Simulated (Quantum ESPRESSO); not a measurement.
SnO: phonons with LDA

Crystal: SnO.

```
O Sn
1.0
     3.79860    0.00000    0.00000
     0.00000    3.79860    0.00000
     0.00000    0.00000    4.84080
O Sn
2 2
Direct
  0.00000 0.00000 0.00000
  0.50000 0.50000 0.00000
  0.50000 0.00000 0.23690
  0.00000 0.50000 0.76310
```

```json
{
  "Program": "Quantum ESPRESSO 7.5",
  "Task": "phonons",
  "Functional": "LDA",
  "Potentials or basis": "PseudoDojo 0.4.1 SR LDA standard",
  "Cutoff": "1143 eV",
  "Density cutoff": "4572 eV",
  "k mesh": "8 × 8 × 6",
  "Occupations": "fermi-dirac, width 0.05 eV",
  "Spin": "no spin polarisation",
  "Form of the LDA correlation": "PW92",
  "Mixing beta": "0.5",
  "Most SCF iterations": "120",
  "SCF threshold": "8e-10 Ry"
}
```

The relaxed volume is 16.52 Å³/atom and the relaxed cell is a = 3.772 Å, b = 3.772 Å, c = 4.644 Å, α = 90.00°, β = 90.00°, γ = 90.00°. The space group after relaxing (to 0.05 Å) is P4/nmm (No. 129), the pressure after relaxing is 0.0 GPa and the band gap on the k mesh is none (metal or under the smearing width). The highest phonon frequency at Γ is 475 cm⁻¹.

Step by step:
```tsv
step	energy change (eV)	largest force (eV/Å)	pressure (GPa)	volume (Å³)
1	0.0000	0.0583	-2.04	69.85
2	-0.0067	0.1126	-0.95	69.13
3	-0.0105	0.2089	-0.08	68.35
4	-0.0135	0.2058	0.36	67.68
5	-0.0170	0.1147	0.56	66.91
6	-0.0193	0.0035	0.35	66.48
7	-0.0211	0.0786	0.01	66.31
8	-0.0226	0.0988	-0.23	66.18
9	-0.0233	0.0577	-0.20	66.10
10	-0.0234	0.0131	-0.07	66.07
11	-0.0234	0.0006	-0.01	66.06
```

Final structure:
```
CELL_PARAMETERS angstrom
3.77162 0.00000 0.00000
0.00000 3.77162 0.00000
0.00000 0.00000 4.64400
ATOMIC_POSITIONS crystal
O 0.00000 0.00000 0.00000
O 0.50000 0.50000 0.00000
Sn 0.50000 0.00000 0.24658
Sn 0.00000 0.50000 0.75342
```

Levels at points of the mesh, in eV from the Fermi level:
```tsv
k point	band 18	band 19	band 20	band 21	band 22	band 23
(0.00, 0.00, 0.00)	-3.32	-3.32	-0.06	2.27	4.45	4.45
(0.00, 0.00, -0.50)	-3.34	-2.83	-2.30	1.52	2.59	2.59
(0.00, -0.50, 0.00)	-5.07	-2.94	-2.94	3.32	3.32	5.80
(0.00, -0.50, -0.50)	-5.02	-1.83	-1.83	2.74	2.74	5.20
(-0.50, -0.50, 0.00)	-2.63	-1.98	-1.98	-0.24	-0.24	4.42
(-0.50, -0.50, -0.50)	-2.98	-2.63	-2.63	2.21	2.21	4.35
```

Phonon frequencies in cm⁻¹ (negative: imaginary):
| q point | frequencies |
| --- | --- |
| (0.000, 0.000, 0.000) | -2 0 0 119 119 214 283 283 359 369 475 475 |

Optical modes at Γ, degenerate ones joined:
| cm⁻¹ | components | symmetry | active in |
| --- | --- | --- | --- |
| 119 | 2 | Eg | Raman |
| 214 | 1 | A1g | Raman |
| 283 | 2 | Eu | IR |
| 359 | 1 | B1g | Raman |
| 369 | 1 | A2u | IR |
| 475 | 2 | Eg | Raman |

It took 70 min on 4 MPI ranks on AMD EPYC 7571, with other jobs on the host, peak memory 0.52 GiB a rank.

Caveat: the mesh is thin for the phonons of a metal; the layers were relaxed without a dispersion term, so their spacing and the soft interlayer modes are unreliable.
